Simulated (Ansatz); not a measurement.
Crystal: NiMoIrPdW.

```
Ni Mo Pd Ir W
1.0
     2.76616    0.00000    0.00000
    -1.38308    2.39557    0.00000
     0.00000    0.00000   11.02292
Ni Mo Pd Ir W
1 1 1 1 1
Direct
  0.33333 0.66667 0.59712
  0.00000 0.00000 0.41074
  0.66667 0.33333 0.79520
  0.66667 0.33333 0.19960
  0.33333 0.66667 0.99734
```

The cell was built by a generator and needn't be a form met in nature.

Base run:

* Program: Ansatz 0.2.0
* Functional: PBE
* Potentials or basis: Ansatz PAW
* Cutoff: 420 eV
* Density cutoff: 1680 eV
* k mesh: 11 × 11 × 3
* Occupations: fermi-dirac, width 0.05 eV
* Spin: collinear spin, ferromagnetic start
* Starting moments: [1.0, 1.0, 0.0, 0.6, 0.0] μB
* Hubbard terms: Ir d U = 6 eV, Mo d U = 6 eV, Ni d U = 6 eV, Pd d U = 6 eV, W d U = 6 eV

Its results: band gap on the k mesh none (metal or under the smearing width); pressure 22.9 GPa; net moment 4.05 μB per cell; site moments Ni +1.03; Mo +2.16; Pd +0.01; Ir +0.10; W +0.03 μB; largest force 1.400 eV/Å.

Q: The run is repeated on the same cell with these changes: hubbard terms from Ir d U = 6 eV, Mo d U = 6 eV, Ni d U = 6 eV, Pd d U = 6 eV, W d U = 6 eV to Ir d U = 4 eV, Mo d U = 4 eV, Ni d U = 4 eV, Pd d U = 4 eV, W d U = 4 eV. What comes out?

A: Band gap on the k mesh none (metal or under the smearing width); pressure 6.6 GPa; net moment 1.23 μB per cell; site moments Ni +0.90; Mo +0.25; Pd +0.04; Ir -0.12; W +0.06 μB; largest force 0.897 eV/Å.

Caveats: the magnetic or orbital state may not be the lowest; the U is typed as a test and isn't derived for this compound; the density of states is complete only up to the lowest level of the last band computed; forces of over 1 eV/Å show positions far from the minimum, so gaps and moduli don't describe the material at rest (some runs).

Not every run made on this cell is shown here.
